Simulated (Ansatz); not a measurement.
# BiSb2Se: the cost of one run

Computed with Ansatz 0.2.0 (DFT PBE, scalar-relativistic, plane waves, PAW, unless a step's input says otherwise).

2 further runs of the same task are left out: 1 that didn't finish, 1 set aside as unsound or not needed.

## Step 1: Starting point

The structure is tetragonal, space group P4/mmm (No. 123). The conventional cell has a = 4.805 Å, b = 4.805 Å, c = 4.820 Å, α = 90.00°, β = 90.00°, γ = 90.00°. Sb (site symmetry mmm) is surrounded by 4 Sb at 3.40 Å and 4 Bi at 3.40 Å and 4 Se at 3.40 Å. Bi (site symmetry 4/mmm) is surrounded by 4 Se at 3.40 Å and 8 Sb at 3.40 Å. Se (site symmetry 4/mmm) has 4 Bi at 3.40 Å and 8 Sb at 3.40 Å in its first shell of neighbours.

Coordinates:

```cif
data_structure
_symmetry_space_group_name_H-M 'P4/mmm'
_symmetry_Int_Tables_number 123
_cell_length_a 4.8053
_cell_length_b 4.8053
_cell_length_c 4.8196
_cell_angle_alpha 90.000
_cell_angle_beta 90.000
_cell_angle_gamma 90.000
_cell_volume 111.29
loop_
_atom_site_label
_atom_site_type_symbol
_atom_site_symmetry_multiplicity
_atom_site_Wyckoff_symbol
_atom_site_fract_x
_atom_site_fract_y
_atom_site_fract_z
_atom_site_occupancy
Sb1 Sb 2 e 0.50000 0.00000 0.50000 1
Bi1 Bi 1 a 0.00000 0.00000 0.00000 1
Se1 Se 1 c 0.50000 0.50000 0.00000 1
```

A structure generator made this guess: species swapped into a database cell of CePd2Pt (P4/mmm, No. 123), with Bi on the Ce sites, Sb on the Pd sites and Se on the Pt sites. Its size is a rough estimate.

## Step 2: The guess as it stands, on a coarse mesh

input.yaml reads:

```yaml
crystal:
  lattice:
    - [4.80533498, 0.0, 0.0]
    - [0.0, 4.80533498, 0.0]
    - [0.0, 0.0, 4.81958996]
  atoms:
    - { symbol: Sb, position: [0.5, 0.0, 0.5] }
    - { symbol: Sb, position: [0.0, 0.5, 0.5] }
    - { symbol: Bi, position: [0.0, 0.0, 0.0] }
    - { symbol: Se, position: [0.5, 0.5, 0.0] }
basis:
  ecutwfc: 420
kpoints:
  mp_grid: { grid: [4, 4, 4] }
hamiltonian:
  xc: pbe
scf:
  occupations: { method: gaussian, width: 0.1 }
  lower_state_search: "off"
output:
  forces: true
  stress: true
  eigenvalues: true
```

Run with:

```console
$ ansatz run input.yaml --threads 1 --pin off --max-ram 2560MiB --backend cpu --events-out ev --progress --plain --runs-dir out
```

Q: Estimate wall time and peak memory on 1 thread of Intel Xeon at 2.50GHz (Skylake/Cascade Lake), shared host.

About 8.7 s, with a peak of 0.43 GiB.
